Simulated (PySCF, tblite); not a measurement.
# C₆H₉Si₂ radical: geometry, infrared bands and EPR parameters

Wanted: the infrared bands and EPR parameters of C₆H₉Si₂ radical (`C[C@@H]([SiH2])C#CC#C[SiH3]`), by calculation.

The runs use tblite 0.8.0 and PySCF 2.14.0, with density-fitted response routines of our own; the level of theory stands in each step. All values are computed, except where a source is named. Atoms are numbered from 0 throughout.

### Step 1. Starting geometry

17 atoms, charge 0, multiplicity 2; geometry from: force field or distance geometry start.

Bonds of the start (Å): C0–C1 1.52, C1–Si2 1.86, C1–C3 1.48, C3–C4 1.22, C4–C5 1.41, C5–C6 1.22, C6–Si7 1.82, C0–H8 1.09, C0–H9 1.12, C0–H10 1.12, C1–H11 1.13, Si2–H12 1.46, Si2–H13 1.46, Si7–H14 1.46, Si7–H15 1.48, Si7–H16 1.47.

### Step 2. Geometry optimisation with GFN2-xTB

The job: settings as JSON, then the geometry in Å.

```
{"job": {"kind": "relax", "xc": "GFN2-xTB", "basis": "xTB"}, "charge": 0, "multiplicity": 2}
C     -2.832300     1.178400    -0.596300
C     -2.337100     0.436400     0.631600
Si    -3.047500    -1.283100     0.722100
C     -0.872600     0.287300     0.527600
C      0.338000     0.150800     0.438200
C      1.731900    -0.008000     0.285500
C      2.935300    -0.160300     0.171100
Si     4.741600    -0.361700     0.012500
H     -3.902800     1.387300    -0.574000
H     -2.194700     2.101600    -0.624800
H     -2.518700     0.558900    -1.472400
H     -2.537100     1.030200     1.569800
H     -2.732500    -1.980500    -0.516100
H     -2.402100    -2.014600     1.811700
H      4.956500    -1.785900    -0.214800
H      5.429400     0.074500     1.246900
H      5.237700     0.400700    -1.141900
```

Launch:

```
> OMP_NUM_THREADS=1 python probes_run.py task.json out
```

The driver reads the jobs from task.json and runs them one after another.

**Question.** This job is followed by: GFN2-xTB harmonic vibrations, gas phase; UKS B3LYP, pcH-1 on C H Si, non-relativistic, mean-field spin-orbit, GIAO. What will the session give for the following? strongest single infrared mode (GFN2-xTB); zero-point energy (GFN2-xTB); g(iso) (B3LYP); ⟨S²⟩; largest a(iso) (averaged by class); surface potential, 1st and 99th percentile.

As calculated:

| quantity | value |
| --- | --- |
| strongest single infrared mode (GFN2-xTB) | 788 cm⁻¹, 729 km/mol |
| zero-point energy (GFN2-xTB) | 70.3 kcal/mol |
| g(iso) (B3LYP) | 2.00302 |
| ⟨S²⟩ | 0.753 (exact 0.75) |
| largest a(iso) (averaged by class) | 29Si on Si2, -393.2 MHz |
| surface potential, 1st and 99th percentile | -0.71 V and 1.08 V |

What this shows: Relaxing lowered the energy by 0.328 eV in 48 steps; the close pair that moved most is C1–Si2, from 1.863 to 1.924 Å. The lowest mode is imaginary (31i cm⁻¹), so the xTB geometry is not a minimum. Unscaled tight-binding wavenumbers are off by several per cent, some by more. Its intensities can rank the bands wrongly. Most of the unpaired spin sits on Si2 (0.94 e). The isotropic g lies 0.7 ppt above the free-electron value.
